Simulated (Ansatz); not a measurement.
# AsH₄OP: how energies converge with the basis set

Aim: see how fast density functionals converge with the basis set for AsH₄OP.

The runs use Ansatz 0.2.0, Gaussian basis; one geometry, several basis sets.

Plan: PBE0-D4/def2-SVP; ωB97M-V/def2-SVP; PBE0-D4/def2-QZVPP; ωB97M-V/def2-QZVPP; the functionals' def2-TZVPP values are taken from earlier runs.

**1. The relaxed structure**

The geometry comes from an earlier relaxation with PBE0-D4 in a triple-zeta def2 set; it is a stationary point, not always the lowest conformer.

SMILES `PO[AsH2]`, 7 atoms, charge 0, spin multiplicity 1.

Atoms are counted from 1 here; the program's logs count them from 0.

Bond lengths: P1–O2 1.649 Å, P1–H4 1.426 Å, P1–H5 1.425 Å, O2–As3 1.810 Å, As3–H6 1.529 Å, As3–H7 1.528 Å. Angles: O2–P1–H4 98.5°, O2–P1–H5 98.4°, H4–P1–H5 91.9°, P1–O2–As3 118.2°, O2–As3–H6 95.1°, O2–As3–H7 94.5°, H6–As3–H7 91.0°.

**2. PBE0-D4 in def2-SVP**

in.yaml

```yaml
crystal:
  periodic: [false, false, false]
  atoms:
    - {symbol: P, position_ang: [-1.021534, 0.802121, -0.854219]}
    - {symbol: O, position_ang: [-0.022929, -0.298755, -0.139790]}
    - {symbol: As, position_ang: [1.161801, 0.295024, 1.093563]}
    - {symbol: H, position_ang: [-2.252461, 0.098219, -0.705550]}
    - {symbol: H, position_ang: [-0.879280, 0.366079, -2.203875]}
    - {symbol: H, position_ang: [0.775198, -0.731667, 2.158641]}
    - {symbol: H, position_ang: [2.300405, -0.599022, 0.605530]}
basis:
  gaussian: {orbitals: def2-SVP}
hamiltonian: {xc: pbe0, dispersion: d4}
output: {orbitals: {seedname: orbitals}}
```

Run with:

```console
$ ansatz run in.yaml --threads 2 --pin off --events-out ev --progress --plain --max-ram 4352MiB
```

The runs that follow: ωB97M-V in def2-SVP; PBE0-D4 in def2-QZVPP; ωB97M-V in def2-QZVPP.

**Question.** What will the summary of the whole plan be? Wanted: PBE0-D4: double and triple zeta above quadruple; ωB97M-V: double and triple zeta above quadruple.

The runs gave:

| quantity | value |
| --- | --- |
| PBE0-D4: double and triple zeta above quadruple | 15.32, 1.76 eV |
| ωB97M-V: double and triple zeta above quadruple | 15.31, 1.71 eV |

PBE0-D4 gains 13.56 eV from double to triple zeta, then 1.76 eV more. Total energies overstate the basis error of differences, where much of it tends to cancel. The LUMO of ωB97M-V is positive and keeps falling with the basis (1.40 to 0.69 eV): an unbound level that the basis holds in place.
